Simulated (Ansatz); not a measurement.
# SnH3O− (SMILES [O-][SnH3]): one structure at several levels

One table from this session's results is given with a row withheld; the runs are named, their logs left out.

Program: Ansatz 0.2.0, Gaussian basis. Level of theory: single points in def2-TZVPPD. These are calculated values, not measurements.

Cores are frozen in the correlated methods. Filled d shells of the heavier atoms are correlated. Core potentials replace the inner electrons past krypton, and spin-orbit coupling is left out.

## The system as given

SMILES `[O-][SnH3]`, 5 atoms, charge -1, spin multiplicity 1.

Atoms are counted from 1 here; the program's logs count them from 0.

Bond lengths: O1–Sn2 1.772 Å, Sn2–H3 1.764 Å, Sn2–H4 1.785 Å, Sn2–H5 1.735 Å. Angles: O1–Sn2–H3 117.0°, O1–Sn2–H4 117.4°, O1–Sn2–H5 118.4°, H3–Sn2–H4 99.2°, H3–Sn2–H5 100.7°, H4–Sn2–H5 100.7°.

As a file:

```xyz
5

O    -0.73580    0.22500    1.74210
Sn   -0.03180    0.03300    0.12680
H    -0.98880    0.61030   -1.23840
H     0.29410   -1.62970   -0.43540
H     1.49310    0.79110   -0.20420
```

The first run:

run/in.yaml

```yaml
crystal:
  periodic: [false, false, false]
  atoms:
    - {symbol: O, position_ang: [-0.735800, 0.225000, 1.742100]}
    - {symbol: Sn, position_ang: [-0.031800, 0.033000, 0.126800]}
    - {symbol: H, position_ang: [-0.988800, 0.610300, -1.238400]}
    - {symbol: H, position_ang: [0.294100, -1.629700, -0.435400]}
    - {symbol: H, position_ang: [1.493100, 0.791100, -0.204200]}
basis:
  gaussian: {orbitals: "def2-TZVPPD.json"}
total_charge: -1
correlation: {method: ccsd_t}
output: {forces: true}
```

The basis file named in the input lies beside it (Basis Set Exchange, JSON).

No record of the launch command was kept for these runs.

Steps of the session up to this table: CCSD(T)/def2-TZVPPD; PBE0-D4/def2-TZVPPD; wB97M-V/def2-TZVPPD; r2SCAN-D4/def2-TZVPPD; PBE-D4/def2-TZVPPD; SPW92/def2-TZVPPD; BHLYP-D4/def2-TZVPPD.

One of the session's tables, all rows but one given; the rest of the session is left out.

| method | RMS force component (eV/Å) | angle to CCSD(T) forces (°) |
| --- | --- | --- |
| CCSD(T) | 1.685 | reference |
| PBE0-D4 | 1.506 | 3.0 |
| wB97M-V | ? | ? |
| r2SCAN-D4 | 1.577 | 3.3 |
| PBE-D4 | 1.714 | 6.1 |
| SPW92 | 1.471 | 3.4 |
| BHLYP-D4 | 1.453 | 1.4 |

Estimate the missing values for wB97M-V.

**Answer.** RMS force component (eV/Å): 1.568; angle to CCSD(T) forces (°): 0.9. In the column «RMS force component (eV/Å)» it lies between PBE0-D4 (1.506) and r2SCAN-D4 (1.577).
